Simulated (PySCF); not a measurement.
**From one method to the next for Ga2⁺**

Starting from one script, swap the method and compare what comes out for Ga2⁺.

Method: each script names its method and basis; program: PySCF 2.14.0.

5 further runs of the same task are left out: 5 that didn't finish.

### Step 1. The system as given

Ga2⁺: 2 atoms, charge 1, spin multiplicity 2.

Bond lengths: Ga1–Ga2 2.510 Å.

### Step 2. Base script

input.py

```python
from pyscf import gto, scf

mol = gto.M(
    atom='Ga 0 0 0; Ga 0 0 2.51',
    basis='6-31g',
    charge=1,
    spin=1,
    verbose=4,
)
mf = scf.UHF(mol)
mf.kernel()
mf.nuc_grad_method().kernel()
mf.dip_moment()
print('orbital energies (hartree):', [e[max(0, n-3):n+3].round(4) for e, n in zip(mf.mo_energy, mol.nelec)])
```

Started as:

```
> OMP_NUM_THREADS=1 python input.py
```

### Step 3. MP2

Variant 1 changes step after the SCF: gradient → mp2; frozen orbitals: none → 18.

Edit input.py of step 2 so:

```diff
@@ -1,2 +1,2 @@
-from pyscf import gto, scf
+from pyscf import gto, scf, mp
 
@@ -11,3 +11,3 @@
 mf.kernel()
-mf.nuc_grad_method().kernel()
+mp.MP2(mf, frozen=18).kernel()
 mf.dip_moment()
```

### Step 4. SCF alone

Variant 2 changes step after the SCF: gradient → none.

Edit input.py of step 2 so:

```diff
@@ -11,3 +11,2 @@
 mf.kernel()
-mf.nuc_grad_method().kernel()
 mf.dip_moment()
```

### Step 5. Geometry optimisation

Variant 3 changes step after the SCF: gradient → optimize.

input.py

```python
from pyscf import gto, scf
from pyscf.geomopt.geometric_solver import optimize

mol = gto.M(
    atom='Ga 0 0 0; Ga 0 0 2.51',
    basis='6-31g',
    charge=1,
    spin=1,
    verbose=4,
)
mf = scf.UHF(mol)
mf.kernel()
mol_eq = optimize(mf, maxsteps=30)
print('optimised geometry (angstrom)')
print(mol_eq.tostring('raw'))
print('orbital energies (hartree):', [e[max(0, n-3):n+3].round(4) for e, n in zip(mf.mo_energy, mol.nelec)])
```

### Step 6. Blyp (UKS)

Variant 4 changes functional: none (Hartree–Fock) → blyp; SCF type: UHF → UKS; step after the SCF: gradient → analyze.

input.py

```python
from pyscf import gto, dft

mol = gto.M(
    atom='Ga 0 0 0; Ga 0 0 2.51',
    basis='6-31g',
    charge=1,
    spin=1,
    verbose=4,
)
mf = dft.UKS(mol, xc='blyp')
mf.kernel()
mf.analyze()
print('orbital energies (hartree):', [e[max(0, n-3):n+3].round(4) for e, n in zip(mf.mo_energy, mol.nelec)])
```

### Step 7. NEVPT2 (ROHF)

Variant 5 changes step after the SCF: gradient → nevpt2; SCF type: UHF → ROHF; active space: none → 7 electrons in 6 orbitals.

input.py

```python
from pyscf import gto, scf, mcscf, mrpt

mol = gto.M(
    atom='Ga 0 0 0; Ga 0 0 2.51',
    basis='6-31g',
    charge=1,
    spin=1,
    verbose=4,
)
mf = scf.ROHF(mol)
mf.kernel()
mc = mcscf.CASSCF(mf, 6, 7)
mc.kernel()
mc.analyze()
mrpt.NEVPT(mc).kernel()
mf.dip_moment()
print('orbital energies (hartree):', mf.mo_energy[..., max(0, mol.nelec[1]-3):mol.nelec[0]+3].round(4))
```

Before running it: what results should come out? Wanted: for each run, E(SCF); from base; gap, α spin; after the SCF.

As calculated:

```tsv
run	E(SCF) (hartree)	from base (eV)	cycles	gap, α spin (eV)	after the SCF
base	-3845.585024	0	10	5.79	n/a
MP2	-3845.585024	0.0000	10	5.79	MP2 correlation -10.243 eV, core frozen
SCF alone	-3845.585024	0.0000	10	5.79	n/a
geometry optimisation	-3845.585024	0.0000	10	5.79	bond 3.166 Å, -0.386 eV
blyp (UKS)	-3848.864858	not comparable	7	0.07	n/a
NEVPT2 (ROHF)	-3845.584632	+0.0107	7	n/a	NEVPT2 correlation -12.134 eV (from the SCF energy, the CASSCF gain included)
```

SCF columns refer to the geometry typed in the script.

Total energies of different functionals can't be compared with each other; differences within one functional can. The dearest run is “geometry optimisation”, at 38 s against 5.8 s.
